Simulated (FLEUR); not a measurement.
# IrRu (P-6m2) in FLEUR: a series of runs

Runs on IrRu. Level: PBEsol. Tasks: single point.

All numbers are computed with FLEUR MaX-R8.1 (later development tree); they aren't measurements. Logs are shortened: lines on timing, memory, paths and dates and some standing lists are left out, and cuts for length are marked.

### Step 1. Starting point

The structure is hexagonal, space group P-6m2 (No. 187). The conventional cell has a = 2.725 Å, b = 2.725 Å, c = 4.331 Å, α = 90.00°, β = 90.00°, γ = 120.00°. Ir (site symmetry -6m2) is surrounded by 6 Ru at 2.68 Å and 6 Ir at 2.72 Å. Ru (site symmetry -6m2) is surrounded by 6 Ir at 2.68 Å and 6 Ru at 2.72 Å.

The cell comes from a database or a generator and needn't be the stable form of this composition.

### Step 2. Single point, PBEsol

inp.xml reads:

```xml
<?xml version="1.0" encoding="UTF-8" standalone="no"?>
<fleurInput fleurInputVersion="0.39">
   <comment>
      IrRu                                                                                                
   </comment>
   <calculationSetup>
      <cutoffs Kmax="4.41" Gmax="13.7" GmaxXC="13.7" numbands="0"/>
      <scfLoop itmax="60" minDistance="0.00001" maxIterBroyd="15" imix="Anderson" alpha="0.05" precondParam="0.0" spinf="2.0" sdNocoIR="T"/>
      <coreElectrons ctail="T" frcor="F" kcrel="0" coretail_lmax="0"/>
      <xcFunctional name="PBEs" relativisticCorrections="F"/>
      <magnetism jspins="1"/>
      <soc l_soc="F" theta="0.0" phi="0.0" spav="F"/>
      <expertModes spex="0" secvar="F"/>
      <geometryOptimization l_f="T" forcealpha="1.0" forcemix="BFGS" epsdisp="0.0005" epsforce="0.0002"/>
      <ldaU l_linMix="F" mixParam="0.05" spinf="1.0"/>
   </calculationSetup>
   <cell>
      <bzIntegration valenceElectrons="47.0" mode="hist" fermiSmearingEnergy="0.00183747">
         <kPointListSelection listName="default-1"/>
         <!-- k-points included here -->
         <xi:include xmlns:xi="http://www.w3.org/2001/XInclude" href="kpts.xml"> </xi:include>
      </bzIntegration>
      <!-- symmetry operations included here -->
      <xi:include xmlns:xi="http://www.w3.org/2001/XInclude" href="sym.xml"> </xi:include>
      <bulkLattice scale="1.0">
         <bravaisMatrix>
            <row-1>    5.1493356626469042     0.0000000000000000     0.0000000000000000</row-1>
            <row-2>   -2.5746678313234521     4.4594554964695678     0.0000000000000000</row-2>
            <row-3>    0.0000000000000000     0.0000000000000000     8.1838324767443051</row-3>
         </bravaisMatrix>
      </bulkLattice>
   </cell>
   <atomSpecies>
[... 16 lines left out ...]
         <lo type="SCLO" l="2" n="5" eDeriv="2"/>
      </species>
      <species name="Ruthenium (Ru)" element="Ru" atomicNumber="44">
         <mtSphere radius="2.22" gridPoints="757" logIncrement="0.017"/>
         <atomicCutoffs lmax="9" lnonsphr="9"/>
         <electronConfig flipSpins="F">
            <coreConfig>(1s1/2) (2s1/2) (2p1/2) (2p3/2) (3s1/2) (3p1/2) (3p3/2) (3d3/2) (3d5/2)</coreConfig>
            <valenceConfig>(4s1/2) (4p1/2) (4p3/2) (5s1/2) (4d3/2) (4d5/2)</valenceConfig>
            <stateOccupation state="(5s1/2)" spinUp="0.500000" spinDown="0.500000"/>
            <stateOccupation state="(4d3/2)" spinUp="1.400000" spinDown="1.400000"/>
            <stateOccupation state="(4d5/2)" spinUp="2.100000" spinDown="2.100000"/>
         </electronConfig>
         <energyParameters s="5" p="5" d="4" f="4"/>
         <lo type="SCLO" l="0" n="4" eDeriv="0"/>
         <lo type="SCLO" l="1" n="4" eDeriv="0"/>
         <lo type="SCLO" l="1" n="4" eDeriv="1"/>
         <lo type="SCLO" l="2" n="4" eDeriv="2"/>
         <lo type="SCLO" l="3" n="4" eDeriv="2"/>
      </species>
   </atomSpecies>
   <atomGroups>
      <atomGroup species="Iridium (Ir)">
         <relPos label="                   1">.0000000000 .0000000000 1.000/2.000</relPos>
         <force calculate="T" relaxXYZ="TTT"/>
      </atomGroup>
      <atomGroup species="Ruthenium (Ru)">
         <relPos label="                   2">-1.000/3.000 1.000/3.000 .0000000000</relPos>
         <force calculate="T" relaxXYZ="TTT"/>
      </atomGroup>
   </atomGroups>
   <output dos="F" band="F" slice="F">
      <checks vchk="F" cdinf="F"/>
      <bandDOS minEnergy="-.5*Htr" maxEnergy="0.5*Htr" sigma="0.015" storeEVData="T"/>
      <vacuumDOS vacdos="F" integ="F" star="F" nstars="0" locx1="0.0" locy1="0.0" locx2="0.0" locy2="0.0" nstm="0" tworkf="0.0"/>
      <unfoldingBand unfoldBand="F" supercellX="1" supercellY="1" supercellZ="1"/>
      <plotting iplot="0" polar="F">
         <plot TwoD="T" vec1="  1.0  0.0  0.0" vec2="  0.0  1.0  0.0" vec3="  0.0  0.0  1.0" zero="  0.0  0.0  0.0" file="plot"/>
      </plotting>
      <chargeDensitySlicing numkpt="0" minEigenval="0.0" maxEigenval="0.0" nnne="0" pallst="F"/>
      <specialOutput eonly="F"/>
      <moessbauerParams electricFieldGradient="T" isomerShift="T" coreHyperfine="T" valenceHyperfine="T"/>
      <magneticCircularDichroism mcd="F" energyLo="-10.0" energyUp="0.0"/>
   </output>
  <!-- We include the file relax.xml here to enable relaxations (see documentation) -->
  <xi:include xmlns:xi="http://www.w3.org/2001/XInclude" href="relax.xml"> <xi:fallback/> </xi:include>
</fleurInput>
```

crystal.txt reads:

```
IrRu
&input cartesian=F /
2.7249110840  0.0000000000  0.0000000000
-1.3624555420  2.3598422218  0.0000000000
0.0000000000  0.0000000000  4.3306976446
1.8897261246
1.0 1.0 1.0

2
77 0.0000000000  0.0000000000  0.5000000000
44 0.6666666667  0.3333333333  0.0000000000

&kpt div1=11 div2=11 div3=6 gamma=T /
```

Potentials or basis: all-electron, FLAPW.

Command:

```console
inpgen -f crystal.txt -profile fastHighL
# inp.xml edited to the form shown
fleur_MPI
```

The program printed:

```text
Welcome to FLEUR        (www.flapw.de)
      MaX-Release 8.1          (www.max-centre.eu)

 ========== k-point set info ==========
 Selected k-point list: default-1
 k-point list type: mesh
 11 x 11 x 6
 Number of k points: 64

 ------------Calculation Setup---------------------------
 Number of MPI-tasks      :            1
 Number of PE/node        :            1
 Number of OMP-threads    :            1
 Most efficient MPI parallelization for:
           1           2           4           8          16          32          64
 Additional eigenvalue parallelization possible
 Number of basis functions:          385
 Approximate size of matrices (H+S) per k-point:         0.004 GB
 --------------------------------------------------------
 Iteration:     1   Distance:      23.62763024 me/bohr^3
 Iteration:     2   Distance:      17.28738788 me/bohr^3
 Iteration:     3   Distance:      11.58389250 me/bohr^3
 Iteration:     4   Distance:       7.02674644 me/bohr^3
 Iteration:     5   Distance:       4.97813999 me/bohr^3
 Iteration:     6   Distance:       7.80368971 me/bohr^3
 Iteration:     7   Distance:       1.33202867 me/bohr^3
 Iteration:     8   Distance:       1.81073094 me/bohr^3
 Iteration:     9   Distance:       0.45214291 me/bohr^3
 Iteration:    10   Distance:       0.41761641 me/bohr^3
 Iteration:    11   Distance:       0.05087604 me/bohr^3
 Iteration:    12   Distance:       0.02938929 me/bohr^3
 Iteration:    13   Distance:       0.01535329 me/bohr^3
 Iteration:    14   Distance:       0.00247232 me/bohr^3
 Iteration:    15   Distance:       0.00145246 me/bohr^3
 Iteration:    16   Distance:       0.00103522 me/bohr^3
 Iteration:    17   Distance:       0.00087787 me/bohr^3
 Iteration:    18   Distance:       0.00021076 me/bohr^3
 Iteration:    19   Distance:       0.00005954 me/bohr^3
 Iteration:    20   Distance:       0.00001935 me/bohr^3
 Iteration:    21   Distance:       0.00000837 me/bohr^3

 ********************************************************************
 Run finished successfully
 Stop message:
   Structural relaxation: Done
 ********************************************************************
```

Wall time 2.8 min (1 thread of Arm Neoverse V2, shared host); peak memory 0.09 GiB.

Results:

```yaml
Free_energy: -609063.7497 eV
Band_gap_on_the_k_mesh: none (metal or under the smearing width)
Valence_electrons_inside_the_program's_atomic_spheres: Ir 28.83; Ru 13.73 (radii Ir 2.33, Ru 2.22 bohr)
```

Core levels (eV from the Fermi level):
```
atom                                                                                                                                                                                                           levels
1 Ir  1s1/2 -75990.2, 2s1/2 -13280.0, 2p1/2 -12720.7, 2p3/2 -11093.8, 3s1/2 -3102.2, 3p1/2 -2851.8, 3p3/2 -2495.6, 4s1/2 -657.8, 3d3/2 -2077.8, 3d5/2 -2000.8, 4p1/2 -552.2, 4p3/2 -467.8, 4d3/2 -294.9, 4d5/2 -279.2
2 Ru                                                                                1s1/2 -21910.2, 2s1/2 -3147.4, 2p1/2 -2908.5, 2p3/2 -2777.7, 3s1/2 -551.6, 3p1/2 -459.0, 3p3/2 -436.8, 3d3/2 -272.7, 3d5/2 -268.3
```

The run has no spin-orbit coupling, so splittings on Ir are missing.

### Step 3. Single point, PBEsol (atoms moved at random, drawn with an rms of 0.05 Å)

Changes to inp.xml since step 2:

```diff
@@ -34,4 +34,4 @@
       <species name="Iridium (Ir)" element="Ir" atomicNumber="77">
-         <mtSphere radius="2.33" gridPoints="793" logIncrement="0.017"/>
-         <atomicCutoffs lmax="10" lnonsphr="10"/>
+         <mtSphere radius="2.33" gridPoints="783" logIncrement="0.017"/>
+         <atomicCutoffs lmax="9" lnonsphr="9"/>
          <electronConfig flipSpins="F">
@@ -52,3 +52,3 @@
       <species name="Ruthenium (Ru)" element="Ru" atomicNumber="44">
-         <mtSphere radius="2.22" gridPoints="757" logIncrement="0.017"/>
+         <mtSphere radius="2.22" gridPoints="745" logIncrement="0.017"/>
          <atomicCutoffs lmax="9" lnonsphr="9"/>
@@ -71,3 +71,3 @@
       <atomGroup species="Iridium (Ir)">
-         <relPos label="                   1">.0000000000 .0000000000 1.000/2.000</relPos>
+         <relPos label="                   1">.0021400000 -.0009610000 .4928450000</relPos>
          <force calculate="T" relaxXYZ="TTT"/>
@@ -75,3 +75,3 @@
       <atomGroup species="Ruthenium (Ru)">
-         <relPos label="                   2">-1.000/3.000 1.000/3.000 .0000000000</relPos>
+         <relPos label="                   2">-.3537010000 .3141560000 -.0057200000</relPos>
          <force calculate="T" relaxXYZ="TTT"/>
```

crystal.txt: that of step 2 with these lines changed.

```diff
@@ -9,4 +9,4 @@
 2
-77 0.0000000000  0.0000000000  0.5000000000
-44 0.6666666667  0.3333333333  0.0000000000
+77 0.0021400000  -0.0009610000  0.4928450000
+44 0.6462990000  0.3141560000  -0.0057200000
```

Potentials or basis: all-electron, FLAPW.

Command:

```console
inpgen -f crystal.txt -profile fastHighL
# inp.xml edited to the form shown
fleur_MPI
```

Run time: 25 min. Hardware: 1 thread of Arm Neoverse V2, shared host; peak memory 0.24 GiB.

Results (log left out):

| Property | Result |
| --- | --- |
| Free energy | -609063.7381 eV |
| Largest force | 0.404 eV/Å |
| Band gap on the k mesh | none (metal or under the smearing width) |
| Valence electrons inside the program's atomic spheres | Ir 28.83; Ru 13.73 (radii Ir 2.33, Ru 2.22 bohr) |

Forces in eV/Å, atoms in the order of the input:
```
Ir  -0.250 -0.309  0.072
Ru   0.250  0.309 -0.072
```

Levels at points of the mesh, in eV from the Fermi level:
```tsv
k point	band 20	band 21	band 22	band 23	band 24	band 25	band 26	band 27
(0.00, 0.00, 0.00)	-3.18	-2.42	-2.34	-2.27	-1.93	0.11	0.43	0.82
(0.00, 0.00, 0.50)	-3.87	-3.38	-3.21	-3.14	-0.26	-0.12	0.01	0.13
```

Core levels (eV from the Fermi level):
| atom | levels |
| --- | --- |
| 1 Ir | 1s1/2 -75990.2, 2s1/2 -13280.0, 2p1/2 -12720.7, 2p3/2 -11093.8, 3s1/2 -3102.2, 3p1/2 -2851.8, 3p3/2 -2495.6, 4s1/2 -657.8, 3d3/2 -2077.8, 3d5/2 -2000.8, 4p1/2 -552.2, 4p3/2 -467.8, 4d3/2 -294.9, 4d5/2 -279.2 |
| 2 Ru | 1s1/2 -21910.2, 2s1/2 -3147.4, 2p1/2 -2908.5, 2p3/2 -2777.7, 3s1/2 -551.6, 3p1/2 -459.0, 3p3/2 -436.8, 3d3/2 -272.6, 3d5/2 -268.3 |
